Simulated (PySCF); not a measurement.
# C6H9Ge2S: the cost of one run

Computed with PySCF 2.14.0 and routines of our own; the level stands in each step. Atoms count from 0.

### Step 1. The system as given

18 atoms, charge 0, multiplicity 2; geometry from: GFN2-xTB.

### Step 2. Open-shell or spin-flip excitations: unrestricted TDA PBE0/def2-SVP

What the job is given:

```
{"job": {"kind": "uabs", "xc": "PBE0", "basis": "def2-SVP", "nstates": 10, "tda": true}, "charge": 0, "multiplicity": 2}
Ge    -2.993775    -0.331195    -0.744057
S     -2.567916     1.796624    -0.405208
Ge    -1.209948     1.755736     1.415783
C      0.311510     0.556742     0.833277
C      0.210327    -0.823405     0.887046
C      1.245518    -1.613798     0.416029
C      2.387072    -1.020237    -0.095812
C      2.494552     0.359813    -0.136907
C      1.459196     1.148885     0.335346
H     -1.819058    -1.052070    -1.341739
H     -3.378881    -1.026910     0.532738
H     -4.149571    -0.377222    -1.695674
H     -0.593244     3.191224     1.132658
H     -0.680610    -1.285674     1.298630
H      1.160395    -2.690488     0.450552
H      3.197432    -1.634346    -0.460188
H      3.385069     0.824175    -0.535466
H      1.533173     2.228462     0.307055
```

Method: unrestricted TDA PBE0/def2-SVP, vertical, gas phase, core orbitals frozen in the response.

Command:

```
$ OMP_NUM_THREADS=1 python excited_run.py task.json out
```

One launch serves the whole session: the jobs run in the order shown.

**Question.** How long does this first job take on 1 thread of Arm Neoverse V2, shared host, and how much memory does it need?

About 2 min, with a peak of 0.86 GiB.
